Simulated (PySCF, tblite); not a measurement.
# C6H3FOS: dynamics, then NMR shifts on frames, part 1 of 2

Aim: move C6H3FOS (`Fc1cc2occc2s1`) away from its starting geometry and see how NMR shifts follow the geometry.

Computed with tblite 0.8.0 and PySCF 2.14.0, with density-fitted response routines of our own, on a single molecule in the gas phase. Atoms count from 0, in the outputs and in this text.

**1. The starting structure**

12 atoms, charge 0, multiplicity 1; geometry from: GFN2-xTB.

Bonds of the start (Å): F0–C1 1.33, C1–C2 1.36, C2–C3 1.41, C3–O4 1.34, O4–C5 1.35, C5–C6 1.36, C6–C7 1.41, C7–S8 1.73, S8–C1 1.75, C7–C3 1.39, C2–H9 1.07, C5–H10 1.07, C6–H11 1.07.

**2. Thermal motion with GFN2-xTB**

What the job is given:

```
{"job": {"kind": "md", "xc": "GFN2-xTB", "basis": "xTB", "temperature": 300, "steps": 2000, "every": 50, "frames": 5}, "charge": 0, "multiplicity": 1}
F      3.418116    -0.526796    -0.580500
C      2.111174    -0.351343    -0.394696
C      1.545876     0.397615     0.586265
C      0.141054     0.337596     0.454029
O     -0.899400     0.862431     1.118037
C     -2.011740     0.419494     0.485509
C     -1.721467    -0.382939    -0.577496
C     -0.309314    -0.442236    -0.606013
S      1.000503    -1.138499    -1.489185
H      2.092073     0.939999     1.332729
H     -2.952023     0.743284     0.884553
H     -2.413652    -0.859291    -1.239260
```

With the program's defaults for keys left out, this is: GFN2-xTB Langevin dynamics, gas phase.

Started as:

```console
$ OMP_NUM_THREADS=1 python probes_run.py task.json out
```

This one command runs all jobs of the session in turn.

What it wrote:

```text
t/fs     T/K      E/eV
    0.0   261.5   -718.27536
   25.0   182.8   -718.02577
   50.0   190.2   -717.78740
   75.0   273.9   -717.97683
  100.0   235.0   -717.96606
  125.0   164.9   -717.95753
  150.0   214.4   -718.06269
  175.0   260.7   -717.94669
  200.0   229.8   -717.83815
  225.0   260.5   -717.77954
  250.0   283.1   -717.89995
  275.0   408.7   -717.91842
  300.0   323.1   -717.89315
  325.0   225.8   -717.73632
  350.0   361.8   -717.98784
  375.0   276.6   -717.98577
  400.0   263.6   -717.99275
  425.0   218.0   -718.04486
  450.0   258.7   -717.81513
  475.0   280.3   -717.87653
  500.0   255.4   -717.80581
  525.0   297.6   -717.89829
  550.0   294.2   -717.97437
  575.0   343.0   -717.93433
  600.0   473.3   -717.90662
  625.0   330.2   -717.71892
  650.0   371.1   -717.68349
  675.0   304.5   -717.68570
  700.0   308.3   -717.56187
  725.0   339.9   -717.62033
  750.0   432.6   -717.83093
  775.0   286.0   -717.71212
  800.0   302.7   -717.80784
  825.0   272.2   -717.70243
  850.0   376.5   -717.86621
  875.0   296.3   -717.75556
  900.0   354.7   -717.83375
  925.0   332.3   -717.75083
  950.0   385.4   -717.73348
  975.0   279.8   -717.83499
 1000.0   166.6   -717.63318
```

Run time: 12 s. Hardware: 1 thread of Intel Xeon Platinum 8488C, shared host; peak memory 0.18 GiB.

Distance from the start (root mean square after alignment): 0 fs 0.00 Å, 200 fs 0.12 Å, 400 fs 0.06 Å, 600 fs 0.12 Å, 800 fs 0.08 Å, 1000 fs 0.10 Å.

Positions (Å) and forces (eV/Å) at 1000 fs:

```xyz
12

F     3.109   -0.966    0.771    0.580   -0.111   -0.098
C     1.859   -0.787    0.414   -1.192   -0.302   -0.667
C     1.013    0.123    0.930    0.837    1.697    1.427
C    -0.293    0.015    0.390   -0.043    1.812    2.597
O    -1.490    0.591    0.805    1.100   -0.785   -2.601
C    -2.354    0.071   -0.124   -1.489   -0.182    0.346
C    -1.851   -0.933   -0.901    2.086    1.946    1.740
C    -0.458   -0.903   -0.578    0.804   -1.845   -0.696
S     1.093   -1.804   -0.817   -0.960    0.577    0.125
H     1.412    0.920    1.629   -0.885   -1.169   -0.772
H    -3.377    0.468   -0.164    0.686   -0.303    0.384
H    -2.212   -1.635   -1.527   -1.522   -1.335   -1.785
```

**3. Shielding tensors: 250 fs, PBE0/pcSseg-1**

What the job is given:

```
{"job": {"kind": "nmr", "xc": "PBE0", "basis": "pcSseg-1", "pop": false}, "charge": 0, "multiplicity": 1}
F      3.129900    -0.301100    -0.304600
C      1.798400    -0.209000    -0.169700
C      1.189900     0.620700     0.687000
C     -0.194700     0.413900     0.626700
O     -1.257600     1.111400     1.009400
C     -2.342000     0.524100     0.563700
C     -1.990400    -0.622500    -0.145400
C     -0.637100    -0.668700    -0.127400
S      0.775400    -1.453400    -0.935800
H      1.574100     1.404600     1.263600
H     -3.330700     0.956700     0.693900
H     -2.689900    -1.293400    -0.633900
```

With the program's defaults for keys left out, this is: GIAO PBE0/pcSseg-1 NMR shielding, non-relativistic, gas phase.

What it wrote:

```text
coarse grid: 12176 points
cycle   1  E = -802.8495268437  dE =  2.175e+00  |g| = 6.035e-01  |ddm| = 3.814e+00
cycle   2  E = -802.7641725546  dE =  8.535e-02  |g| = 8.875e-01  |ddm| = 1.089e+00
cycle   3  E = -802.9167230113  dE = -1.526e-01  |g| = 1.266e-01  |ddm| = 7.480e-01
cycle   4  E = -802.9202666509  dE = -3.544e-03  |g| = 5.994e-02  |ddm| = 1.949e-01
cycle   5  E = -802.9211424182  dE = -8.758e-04  |g| = 1.247e-02  |ddm| = 6.721e-02
cycle   6  E = -802.9211718152  dE = -2.940e-05  |g| = 4.176e-03  |ddm| = 1.439e-02
cycle   7  E = -802.9211752969  dE = -3.482e-06  |g| = 1.279e-03  |ddm| = 4.146e-03
final grid: 117928 points
cycle   8  E = -802.9929535895  dE = -2.181e-05  |g| = 1.092e-02  |ddm| = 3.825e-02
cycle   9  E = -802.9929213772  dE =  3.221e-05  |g| = 1.669e-02  |ddm| = 2.243e-02
cycle  10  E = -802.9929780185  dE = -5.664e-05  |g| = 1.508e-03  |ddm| = 1.422e-02
cycle  11  E = -802.9929785071  dE = -4.886e-07  |g| = 3.219e-04  |ddm| = 1.655e-03
cycle  12  E = -802.9929785336  dE = -2.644e-08  |g| = 1.191e-04  |ddm| = 4.864e-04
cycle  13  E = -802.9929785366  dE = -3.075e-09  |g| = 3.643e-05  |ddm| = 1.367e-04
cycle  14  E = -802.9929785369  dE = -2.881e-10  |g| = 1.101e-05  |ddm| = 4.552e-05
converged SCF energy = -802.9929785369

GIAO shielding tensors (ppm)
atom      isotropic    diamagn.    paramagn.     s11        s22        s33       span
  0 F      288.720     469.428    -180.708    217.930    290.508    357.723    139.793
  1 C        8.349     255.764    -247.415    -53.993     28.551     50.489    104.482
  2 C       91.076     252.685    -161.610     25.890     83.190    164.146    138.256
  3 C       32.059     259.659    -227.600    -21.556     29.777     87.955    109.511
  4 O       57.566     397.329    -339.763   -116.435     -4.002    293.134    409.569
  5 C       42.578     253.029    -210.451    -34.504     57.284    104.954    139.458
  6 C       72.740     251.611    -178.871     -9.555     66.052    161.722    171.276
  7 C       56.300     268.065    -211.765     -8.342     54.402    122.838    131.180
  8 S      342.629    1054.319    -711.690    185.494    347.299    495.094    309.600
  9 H       25.565      30.213      -4.648     21.700     26.221     28.773      7.073
 10 H       23.561      29.076      -5.515     20.081     24.381     26.220      6.139
 11 H       24.665      30.345      -5.681     21.534     25.597     26.864      5.330
```

Wall time 19 s (1 thread of Intel Xeon Platinum 8488C, shared host); peak memory 0.78 GiB.

The references, computed at this level on geometries of the same kind, shield at (ppm): ¹H TMS 31.72, ¹³C TMS 186.9, ¹⁹F CFCl3 170.9, ¹⁷O H2O 336.1, ³³S CS2 504. Their shielding less the atom's gives the shift. The references are single molecules in the gas phase, so shifts against H2O, NH3, PH3, H3PO4 or CFCl3 are not on the usual liquid scales and can be off by tens of ppm. Each atom is listed at this fixed geometry, with no averaging over motion; a spectrum would average atoms that exchange fast.

```csv
atoms,environment,σ (ppm),δ (ppm)
C1,aromatic carbon bearing fluorine,8.3,178.6
C3,ring-fusion aromatic carbon,32.1,154.9
C5,aromatic CH next to the ring oxygen,42.6,144.3
C7,ring-fusion aromatic carbon,56.3,130.6
C6,aromatic CH,72.7,114.2
C2,aromatic CH,91.1,95.8
H10,hydrogen on an aromatic CH next to the ring oxygen,23.56,8.16
H11,hydrogen on an aromatic CH,24.66,7.05
H9,hydrogen on an aromatic CH,25.56,6.15
F0,aryl fluorine,288.7,-117.8
O4,aromatic ring oxygen,57.6,278.5
S8,aromatic ring sulfur,343,161
```

Ring of atoms C1, C2, C3, C7, S8: NICS(0) -12.4, NICS(1) -8.6, NICS(1)zz -16.5 ppm (means of both faces).

Ring of atoms C3, O4, C5, C6, C7: NICS(0) -12.8, NICS(1) -10.6, NICS(1)zz -27.2 ppm (means of both faces).

**4. Nuclear shieldings: 425 fs, PBE0/pcSseg-1**

What the job is given:

```
{"job": {"kind": "nmr", "xc": "PBE0", "basis": "pcSseg-1", "pop": false}, "charge": 0, "multiplicity": 1}
F      3.060500    -0.314700     0.457000
C      1.756600    -0.197000     0.342300
C      0.893200     0.416800     1.202800
C     -0.417800     0.258000     0.688300
O     -1.660600     0.595100     1.189400
C     -2.579600     0.103400     0.332000
C     -2.019300    -0.655200    -0.673700
C     -0.609700    -0.600500    -0.395100
S      0.957600    -1.166000    -0.910400
H      1.151600     0.998900     2.095200
H     -3.608100     0.359600     0.431100
H     -2.566600    -1.133900    -1.440400
```

Level: GIAO PBE0/pcSseg-1 NMR shielding, non-relativistic, gas phase.

What it wrote:

```text
coarse grid: 12176 points
cycle   1  E = -802.8621794354  dE =  1.981e+00  |g| = 5.848e-01  |ddm| = 3.776e+00
cycle   2  E = -802.7797257011  dE =  8.245e-02  |g| = 8.722e-01  |ddm| = 1.039e+00
cycle   3  E = -802.9247668960  dE = -1.450e-01  |g| = 1.224e-01  |ddm| = 7.169e-01
cycle   4  E = -802.9278616797  dE = -3.095e-03  |g| = 5.977e-02  |ddm| = 1.840e-01
cycle   5  E = -802.9286979785  dE = -8.363e-04  |g| = 1.150e-02  |ddm| = 6.611e-02
cycle   6  E = -802.9287234682  dE = -2.549e-05  |g| = 3.878e-03  |ddm| = 1.419e-02
cycle   7  E = -802.9287265793  dE = -3.111e-06  |g| = 1.552e-03  |ddm| = 5.049e-03
final grid: 117928 points
cycle   8  E = -803.0014138191  dE = -1.877e-05  |g| = 1.208e-02  |ddm| = 3.444e-02
cycle   9  E = -803.0013679945  dE =  4.582e-05  |g| = 1.910e-02  |ddm| = 2.596e-02
cycle  10  E = -803.0014444807  dE = -7.649e-05  |g| = 1.592e-03  |ddm| = 1.656e-02
cycle  11  E = -803.0014450370  dE = -5.563e-07  |g| = 2.958e-04  |ddm| = 1.669e-03
cycle  12  E = -803.0014450575  dE = -2.046e-08  |g| = 1.341e-04  |ddm| = 4.638e-04
cycle  13  E = -803.0014450617  dE = -4.203e-09  |g| = 4.313e-05  |ddm| = 1.565e-04
cycle  14  E = -803.0014450621  dE = -4.161e-10  |g| = 1.482e-05  |ddm| = 5.097e-05
converged SCF energy = -803.0014450621

GIAO shielding tensors (ppm)
atom      isotropic    diamagn.    paramagn.     s11        s22        s33       span
  0 F      294.474     469.132    -174.657    234.410    276.906    372.106    137.696
  1 C        6.990     256.614    -249.624    -57.815     27.176     51.610    109.425
  2 C       86.336     253.495    -167.159     18.099     80.246    160.664    142.566
  3 C       25.797     257.795    -231.998    -28.621     23.906     82.105    110.726
  4 O       49.153     397.866    -348.713    -96.522     -3.759    247.740    344.261
  5 C       34.183     251.016    -216.833    -50.946     48.928    104.569    155.515
  6 C       71.652     250.330    -178.678    -15.996     73.961    156.991    172.987
  7 C       62.147     267.769    -205.622    -10.423     61.317    135.545    145.968
  8 S      341.862    1054.700    -712.838    201.815    380.668    443.101    241.286
  9 H       24.341      28.636      -4.295     20.539     24.475     28.007      7.468
 10 H       23.846      29.180      -5.334     20.765     24.664     26.109      5.345
 11 H       24.839      31.146      -6.307     22.227     25.840     26.449      4.223
```

It took 19 s on 1 thread of Intel Xeon Platinum 8488C, shared host; peak memory 0.84 GiB.

This run: δ C1 179.9, C3 161.1, C5 152.7, C7 124.8, H10 7.87, H9 7.38 ppm.

(Continued in part 2 of 2.)
